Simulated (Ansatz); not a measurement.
**C4H6BCl: up Jacob's ladder to CCSD(T)**

The task here is to estimate one member of a computed series from the others.

Method: functionals in def2-TZVPP, the program's frozen cores in correlated methods; program: Ansatz 0.2.0, Gaussian basis.

Plan: LDA (SPW92), PBE-D4, revPBE-D4, BLYP-D4, r2SCAN-D4, B97M-V, PBE0-D4, B3LYP-D4, r2SCANh-D4, r2SCAN0-D4, HSE06-D4, BHLYP-D4, CAM-B3LYP-D4, LC-ωPBE, ωB97X-V, ωB97M-V, B2PLYP, PBE-QIDH; CCSD(T)/def2-SVP; CCSD(T)/def2-TZVPP; MP2/def2-QZVPP; extrapolation to the limit; RPA on PBE.

## Structure used throughout

The geometry comes from an earlier relaxation with PBE0-D4 in a triple-zeta def2 set; it is a stationary point, not always the lowest conformer.

SMILES `C=C=C(C)BCl`, 12 atoms, charge 0, spin multiplicity 1.

Atoms are counted from 1 here; the program's logs count them from 0.

Bond lengths: C1–C2 1.297 Å, C1–H7 1.085 Å, C1–H8 1.085 Å, C2–C3 1.315 Å, C3–C4 1.506 Å, C3–B5 1.533 Å, C4–H9 1.093 Å, C4–H10 1.090 Å, C4–H11 1.093 Å, B5–Cl6 1.754 Å, B5–H12 1.190 Å. Angles: C2–C1–H7 121.1°, C2–C1–H8 121.1°, H7–C1–H8 117.9°, C1–C2–C3 178.7°, C2–C3–C4 122.2°, C2–C3–B5 114.2°, C4–C3–B5 123.7°, C3–C4–H9 110.4°, C3–C4–H10 111.6°, C3–C4–H11 110.4°, H9–C4–H10 108.8°, H9–C4–H11 106.8°, H10–C4–H11 108.8°, C3–B5–Cl6 120.1°, C3–B5–H12 122.6°, Cl6–B5–H12 117.4°.

Set-up of the first run:

File in.yaml:

```yaml
crystal:
  periodic: [false, false, false]
  atoms:
    - {symbol: C, position_ang: [0.607962, -1.383607, -1.772115]}
    - {symbol: C, position_ang: [0.265388, -0.607281, -0.791760]}
    - {symbol: C, position_ang: [-0.097848, 0.196388, 0.183633]}
    - {symbol: C, position_ang: [0.359200, -0.008723, 1.603996]}
    - {symbol: B, position_ang: [-1.016098, 1.342224, -0.256086]}
    - {symbol: Cl, position_ang: [-1.594943, 2.505863, 0.922161]}
    - {symbol: H, position_ang: [0.012139, -2.252107, -2.033205]}
    - {symbol: H, position_ang: [1.499516, -1.185547, -2.358083]}
    - {symbol: H, position_ang: [0.899115, 0.871601, 1.960640]}
    - {symbol: H, position_ang: [1.008731, -0.879154, 1.694961]}
    - {symbol: H, position_ang: [-0.500736, -0.141348, 2.264795]}
    - {symbol: H, position_ang: [-1.365324, 1.486493, -1.384938]}
basis:
  gaussian: {orbitals: def2-TZVPP}
hamiltonian: {xc: lda}
output: {orbitals: {seedname: orbitals}}
```

Steps of the session up to this table: LDA; PBE-D4 (GGA); revPBE-D4 (GGA); BLYP-D4 (GGA); r2SCAN-D4 (meta-GGA); B97M-V (meta-GGA); PBE0-D4 (hybrid); B3LYP-D4 (hybrid); r2SCANh-D4 (hybrid); r2SCAN0-D4 (hybrid); HSE06-D4 (hybrid); BHLYP-D4 (hybrid); CAM-B3LYP-D4 (range-separated); LC-ωPBE (range-separated); ωB97X-V (range-separated); ωB97M-V (range-separated); B2PLYP (double hybrid); PBE-QIDH (double hybrid).

One of the session's tables, all rows but one given; the rest of the session is left out.

It belongs to the step «Frontier levels by functional». 

```
  functional  HOMO (eV)  LUMO (eV)  gap (eV)
 LDA (SPW92)      -6.81      -2.87      3.94
      PBE-D4      -6.63      -2.64      3.99
   revPBE-D4          ?          ?         ?
     BLYP-D4      -6.48      -2.47      4.01
   r2SCAN-D4      -6.86      -2.42      4.44
      B97M-V      -6.91      -2.36      4.55
     PBE0-D4      -7.84      -1.74      6.11
    B3LYP-D4      -7.61      -1.91      5.70
  r2SCANh-D4      -7.31      -2.09      5.22
  r2SCAN0-D4      -7.99      -1.60      6.39
    HSE06-D4      -7.44      -2.11      5.33
    BHLYP-D4      -8.82      -0.67      8.16
CAM-B3LYP-D4      -9.13      -0.61      8.51
     LC-ωPBE     -10.47       0.47     10.94
     ωB97X-V     -10.10       0.42     10.53
     ωB97M-V      -9.99       0.29     10.28
```

Q: Estimate the row for revPBE-D4 from the others.

**Answer.** HOMO (eV): -6.57; LUMO (eV): -2.55; gap (eV): 4.02. In the column «HOMO (eV)» it lies between PBE-D4 (-6.63) and BLYP-D4 (-6.48).
